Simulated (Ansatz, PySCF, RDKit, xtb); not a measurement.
# Which structure has the formula BeSiH3OF?

Task: start from the formula BeSiH3OF, draw up candidate structures, narrow them down in stages, and characterise the one that lies lowest at 298.15 K.

The funnel: GFN2-xTB relaxations, single points with a density functional, relaxations at PBE0-D3(BJ)/def2-SVP, harmonic vibrations, and a last energy at a higher level. All values are calculated.

7 further runs of the same task are left out: 7 set aside as unsound or not needed.

### Step 1. Candidates

All bonding patterns within simple valence rules are listed by program: one Lewis structure each, at most two rings and one unusual centre or charged pair. O–O, O–halogen and N–halogen bonds and N–N–N chains are not drawn. That gives 18 candidates.

c086 [OH][Be-]([F])[SiH2+]; c130 [BeH][O][SiH2]F; c139 O[SiH+][BeH-][F]; c198 [OH][Be][SiH2]F; c229 [F][BeH-][O+]=[SiH2]; c288 [F][Be-]1[OH+][SiH2]1; c317 [F][Be][OH+][SiH2-]; c360 [BeH][Si-]([OH2+])F; c413 [BeH][OH+][SiH-]F; c572 [OH][BeH-][SiH+]F; c631 [OH2+][SiH-][Be][F]; c664 [BeH2-][Si+](O)F; c769 O[SiH2][Be][F]; c881 [BeH][Si@H](O)F; c946 [BeH2-]/[O+]=[SiH]/F; c960 [BeH2-]/[O+]=[SiH]\F; c970 [F][Be][O][SiH3]; c996 F[Si@@H]1[BeH-][OH+]1.

Candidates are built by distance geometry, with a force field where one applies, in up to four conformers (letters a to d). 16 starts with atoms placed at random are added, to find patterns that the rules miss.

**Question.** With final energies at CCSD(T)/def2-TZVPP, which structure will this search put lowest in free energy, and by what margin?

| quantity | value |
| --- | --- |
| lowest structure found | [BeH][O][SiH2]F, singlet, Cs |
| next finalist | O[SiH2][Be][F], singlet, 36.5 kcal/mol higher in G |
| share at equilibrium, among the finalists | 100.0 % |
| harmonic wavenumbers, lowest and highest (PBE0-D3(BJ)/def2-SVP) | 76 and 2287 cm⁻¹ |
| rotational constants, same geometry | 0.5694, 0.1269, 0.1079 cm⁻¹ |
| dipole moment (PBE0/def2-TZVPD) | 1.29 D |
| HOMO energy (PBE0/def2-TZVPD) | -9.17 eV |
| LUMO energy (PBE0/def2-TZVPD) | -0.14 eV |
| HOMO–LUMO gap (PBE0/def2-TZVPD) | 9.03 eV |
| lowest excitation (TD-PBE0/def2-SVPD) | 7.85 eV (f = 0.011) |
| strongest of the states computed, same level | 8.03 eV (f = 0.177) |
| lowest triplet excitation, same level, Tamm-Dancoff | 6.77 eV |
| vertical ionisation energy | 11.36 eV |
| vertical electron affinity | -0.77 eV (unbound: the value depends on the basis) |
| vertical triplet less singlet | +7.04 eV |

The lowest structure found is `[BeH][O][SiH2]F`. Among the finalists first place is clear (36.5 kcal/mol); structures outside the list aren't covered. r2SCAN-D4/def2-SVP, PBE0-D3(BJ)/def2-SVP, HF/def2-TZVPP and MP2/def2-TZVPP already put its bonding pattern lowest among the structures in one piece. Lowest found is not proven lowest: the search is finite, and each finalist counts with one conformer. Patterns outside the rules of the enumeration were met only by chance.
